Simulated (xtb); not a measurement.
# CH7AlOSi (SMILES [AlH2][O]C[SiH3]): GFN1-xTB (ddCOSMO chcl3)

Aim: a geometry optimisation of CH7AlOSi. 

Program for the calculation: xtb 6.7.1.

3 further runs of the same task are left out: 3 set aside as unsound or not needed.

## (1) Starting point

The species is CH7AlOSi (11 atoms), meant as a singlet with charge 0. SMILES: `[AlH2][O]C[SiH3]`. Geometry: optimised at GFN2-xTB. This is one conformer, not always the lowest. The run starts from this shape.

Bond lengths: Al1–O2 1.638 Å, O2–C3 1.413 Å, C3–Si4 1.910 Å, Al1–H5 1.533 Å, Al1–H6 1.534 Å, C3–H7 1.094 Å, C3–H8 1.094 Å, Si4–H9 1.464 Å, Si4–H10 1.463 Å, Si4–H11 1.463 Å. Some angles: Al1–O2–C3 178.6°, O2–C3–Si4 110.9°, O2–Al1–H5 119.7°, O2–Al1–H6 119.7°, O2–C3–H7 108.4°, O2–C3–H8 108.4°, Si4–C3–H7 111.0°, Si4–C3–H8 111.0°, C3–Si4–H9 107.2°, C3–Si4–H10 108.6°.

## (2) A structure relaxation at GFN1-xTB (ddCOSMO chcl3)

geo.gen

```
11 C
 Al O C Si H
   1  1     -0.64373100      2.29228300      0.17169700
   2  2      0.01249500      0.88278700     -0.34294700
   3  3      0.56565000     -0.34925600     -0.75867200
   4  4      0.12329700     -1.74371000      0.46905300
   5  5      0.16934500      3.22321100      1.07845700
   6  5     -2.06025800      2.67848500     -0.27221900
   7  5      0.18965500     -0.57494200     -1.76141800
   8  5      1.65009700     -0.22924600     -0.84307200
   9  5      0.73986500     -2.97378200     -0.03121800
  10  5      0.65191300     -1.39046700      1.78669200
  11  5     -1.33282900     -1.87236400      0.52414700
```

Launch:

```console
xtb geo.gen --cma --cosmo chcl3 --gfn 1 --opt sloppy > out.txt 2> xtb.err
```

Q: Predict the results. Wanted: total energy at the end; dipole moment; HOMO energy; LUMO energy; HOMO–LUMO gap; dispersion energy; solvent term in the energy.

**Answer.** As computed:

At GFN1-xTB (ddCOSMO chcl3):

| quantity | value |
| --- | --- |
| total energy at the end | -13.79796 Eh |
| dipole moment | 4.32 D |
| HOMO energy | -11.33 eV |
| LUMO energy | -5.94 eV |
| HOMO–LUMO gap | 5.39 eV |
| dispersion energy | -8.83 kJ/mol |
| solvent term in the energy | -48.7 kJ/mol |

What this shows: At the final geometry: Bond lengths: Al1–O2 1.743 Å, O2–C3 1.498 Å, C3–Si4 1.872 Å, Al1–H5 1.510 Å, Al1–H6 1.510 Å, C3–H7 1.095 Å, C3–H8 1.095 Å, Si4–H9 1.476 Å, Si4–H10 1.453 Å, Si4–H11 1.453 Å. Some angles: Al1–O2–C3 157.2°, O2–C3–Si4 76.7°, O2–Al1–H5 112.8°, O2–Al1–H6 112.3°, O2–C3–H7 109.6°, O2–C3–H8 109.7°, Si4–C3–H7 123.4°, Si4–C3–H8 123.6°, C3–Si4–H9 114.2°, C3–Si4–H10 111.1°. The optimisation took 12 steps and changed the energy by -0.361 eV.
